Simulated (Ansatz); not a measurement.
**CH4GeO: rigid torsion scan, by script**

A script is to give a rigid torsion scan; the system is CH4GeO.

Computed with Ansatz 0.2.0 through its Python package. Level of theory: r2SCAN0/def2-SVP.

### 1 The structure

Bond lengths: C1–O2 1.371 Å, O2–Ge3 1.780 Å, C1–H4 1.140 Å, C1–H5 1.074 Å, C1–H6 1.176 Å, Ge3–H7 1.609 Å. Angles: C1–O2–Ge3 105.6°, O2–C1–H4 113.8°, O2–C1–H5 116.1°, O2–C1–H6 108.0°, H4–C1–H5 107.4°, H4–C1–H6 104.7°, H5–C1–H6 105.9°, O2–Ge3–H7 109.5°.

The script holds or builds the structure itself.

### 2 The script

torsion_ch4geo.py

```python
"""Energy of CH4GeO as one group turns about a bond."""

import ansatz as az
from ase import Atoms

BASIS = "def2-SVP"
FUNCTIONAL = "r2scan0"
FORCE_TOL = 0.02

atoms = Atoms(["C", "O", "Ge", "H", "H", "H", "H"], positions=[
    (-0.4457, 0.5993, -0.0168),
    (-0.7555, -0.7115, 0.2411),
    (0.5979, -1.661, -0.4191),
    (-0.3535, 0.8405, -1.1276),
    (0.4322, 0.9813, 0.4692),
    (-1.3385, 1.2649, 0.36),
    (1.9244, -1.3816, 0.4475),
])

# start the scan from a relaxed geometry
first = (
    az.Crystal.molecule_from_ase(atoms).calculation()
    .basis(gaussian=BASIS)
    .functional(FUNCTIONAL)
    .relax(force_tolerance=FORCE_TOL, max_steps=80)
)
atoms.positions = first.run(threads=1, backend="cpu").report["positions_ang"]

start = atoms.get_dihedral(3, 0, 1, 2)
energies = {}
for turn in range(0, 360, 30):
    turned = atoms.copy()
    turned.set_dihedral(3, 0, 1, 2, start + turn, indices=[1, 2, 6])
    calc = (
        az.Crystal.molecule_from_ase(turned).calculation()
        .basis(gaussian=BASIS)
        .functional(FUNCTIONAL)
    )
    energies[round((start + turn) % 360)] = calc.run(threads=1, backend="cpu").report["free_energy_ev"]
floor = min(energies.values())
print("dihedral H3-C0-O1-Ge2 (deg)   E - E(min) (kcal/mol)")
for angle, e in sorted(energies.items()):
    print(f"{angle:8d} {23.060548 * (e - floor):14.3f}  " + "#" * int(30 * (e - floor) / max(max(energies.values()) - floor, 1e-9)))
```

### 3 The input behind the calls

The package turns the script's settings into the engine's input (first run):

```yaml
crystal:
  periodic: [false, false, false]
  atoms:
    - { symbol: C, position_ang: [-0.4457, 0.5993, -0.0168] }
    - { symbol: O, position_ang: [-0.7555, -0.7115, 0.2411] }
    - { symbol: Ge, position_ang: [0.5979, -1.661, -0.4191] }
    - { symbol: H, position_ang: [-0.3535, 0.8405, -1.1276] }
    - { symbol: H, position_ang: [0.4322, 0.9813, 0.4692] }
    - { symbol: H, position_ang: [-1.3385, 1.2649, 0.36] }
    - { symbol: H, position_ang: [1.9244, -1.3816, 0.4475] }
basis:
  gaussian:
    orbitals: def2-SVP
hamiltonian:
  xc: r2scan0
relax:
  f_tol: 0.02
  max_steps: 80
```

### 4 Launch

The run is started by

```console
$ python torsion_ch4geo.py
```

Without the output at hand: what should come out? Wanted: range of energy; lowest point, turn.

As calculated:

| quantity | value |
| --- | --- |
| runs compared | 12 |
| range of energy | 0.060 eV |
| lowest point, turn (°) | 0 |

**Reading.** The lowest point lies at a turn of 0°, the highest 0.060 eV (5.8 kJ/mol) above it at 180°. The rest of the molecule is held rigid, so the true barrier is lower. Run 0: The relaxation took 10 moves; the largest shift is 0.576 Å, of atom 2 (O). The settings weren't tested for convergence. The scan is rigid, so its barriers lie above those of a relaxed path; they are electronic energies in a modest basis. With rigid groups the curve can differ much from the relaxed barrier, and equivalent turns needn't return to the same energy.
